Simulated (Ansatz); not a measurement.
# C4H4F4: one species, many methods

The task here is to estimate one member of a computed series from the others.

Method: functionals in def2-TZVPP, the program's frozen cores in correlated methods; program: Ansatz 0.2.0, Gaussian basis.

The runs, in order: LDA (SPW92), PBE-D4, revPBE-D4, BLYP-D4, r2SCAN-D4, B97M-V, PBE0-D4, B3LYP-D4, r2SCANh-D4, r2SCAN0-D4, HSE06-D4, BHLYP-D4, CAM-B3LYP-D4, LC-ωPBE, ωB97X-V, ωB97M-V, B2PLYP, PBE-QIDH; CCSD(T)/def2-SVP; MP2/def2-TZVPP; MP2/def2-QZVPP; RPA on PBE.

### Structure used throughout

All runs share one geometry, relaxed beforehand with PBE0-D4 in a triple-zeta def2 set.

SMILES `F[C@@H]1C[C@@H](F)C1(F)F`, 12 atoms, charge 0, spin multiplicity 1.

Atoms are counted from 1 here; the program's logs count them from 0.

Bond lengths: F1–C2 1.369 Å, C2–C3 1.537 Å, C2–C6 1.543 Å, C2–H9 1.090 Å, C3–C4 1.535 Å, C3–H10 1.091 Å, C3–H11 1.088 Å, C4–F5 1.358 Å, C4–C6 1.535 Å, C4–H12 1.093 Å, C6–F7 1.349 Å, C6–F8 1.337 Å. Angles: F1–C2–C3 112.0°, F1–C2–C6 111.3°, F1–C2–H9 109.5°, C3–C2–C6 87.7°, C3–C2–H9 118.7°, C6–C2–H9 116.1°, C2–C3–C4 89.1°, C2–C3–H10 111.1°, C2–C3–H11 116.1°, C4–C3–H10 110.9°, C4–C3–H11 117.7°, H10–C3–H11 110.5°, C3–C4–F5 117.7°, C3–C4–C6 88.1°, C3–C4–H12 112.8°, F5–C4–C6 117.1°, F5–C4–H12 109.5°, C6–C4–H12 110.2° and more.

Set-up of the first run:

Input file in.yaml:

```yaml
crystal:
  periodic: [false, false, false]
  atoms:
    - {symbol: F, position_ang: [1.394518, 0.132687, -1.535116]}
    - {symbol: C, position_ang: [1.080362, 0.048428, -0.205024]}
    - {symbol: C, position_ang: [0.102969, -1.102192, 0.084993]}
    - {symbol: C, position_ang: [-1.063377, -0.113082, -0.051796]}
    - {symbol: F, position_ang: [-2.085012, -0.214534, 0.837596]}
    - {symbol: C, position_ang: [-0.056133, 1.023961, 0.166168]}
    - {symbol: F, position_ang: [0.034622, 1.370814, 1.466501]}
    - {symbol: F, position_ang: [-0.191268, 2.136488, -0.562108]}
    - {symbol: H, position_ang: [1.990823, 0.125231, 0.389891]}
    - {symbol: H, position_ang: [0.199497, -1.448867, 1.114580]}
    - {symbol: H, position_ang: [0.136371, -1.942693, -0.604777]}
    - {symbol: H, position_ang: [-1.466374, -0.071340, -1.066909]}
basis:
  gaussian: {orbitals: def2-TZVPP}
hamiltonian: {xc: lda}
output: {orbitals: {seedname: orbitals}}
```

Started as:

```
ansatz run in.yaml --threads 4 --pin off --events-out ev --progress --plain --max-ram 11315MiB
```

Among the steps run: LDA; PBE-D4 (GGA); revPBE-D4 (GGA); BLYP-D4 (GGA); r2SCAN-D4 (meta-GGA); B97M-V (meta-GGA); PBE0-D4 (hybrid); B3LYP-D4 (hybrid); r2SCANh-D4 (hybrid); r2SCAN0-D4 (hybrid); HSE06-D4 (hybrid); BHLYP-D4 (hybrid); CAM-B3LYP-D4 (range-separated); LC-ωPBE (range-separated); ωB97X-V (range-separated); ωB97M-V (range-separated); B2PLYP (double hybrid); PBE-QIDH (double hybrid).

One of the session's tables, all rows but one given; the rest of the session is left out.

It belongs to the step «Orbital energies across the functionals». 

```
  functional  HOMO (eV)  LUMO (eV)  gap (eV)
 LDA (SPW92)      -7.55      -0.86      6.69
      PBE-D4      -7.36      -0.57      6.79
   revPBE-D4      -7.28      -0.46      6.82
     BLYP-D4      -7.34      -0.46      6.88
   r2SCAN-D4      -7.71      -0.17      7.54
      B97M-V      -7.87      -0.23      7.64
     PBE0-D4      -9.04       0.49      9.53
    B3LYP-D4      -8.85       0.21      9.06
  r2SCANh-D4      -8.34       0.20      8.54
  r2SCAN0-D4      -9.27       0.75     10.03
    HSE06-D4      -8.63       0.11      8.74
    BHLYP-D4          ?          ?         ?
CAM-B3LYP-D4     -10.58       1.53     12.11
     LC-ωPBE     -11.82       2.80     14.62
     ωB97X-V     -11.50       2.69     14.19
     ωB97M-V     -11.41       2.40     13.80
```

**Question.** Estimate the row for BHLYP-D4.

Worked estimate for «HOMO (eV)». Against the share of exact exchange, BLYP-D4 (0, -7.34), B3LYP-D4 (0.2, -8.85) give a slope of -7.55 per unit share; at 0.5 the line stands at -11.11.

**Answer.** HOMO (eV): -10.71; LUMO (eV): 1.49; gap (eV): 12.20. In «HOMO (eV)» the line misses by -0.40.
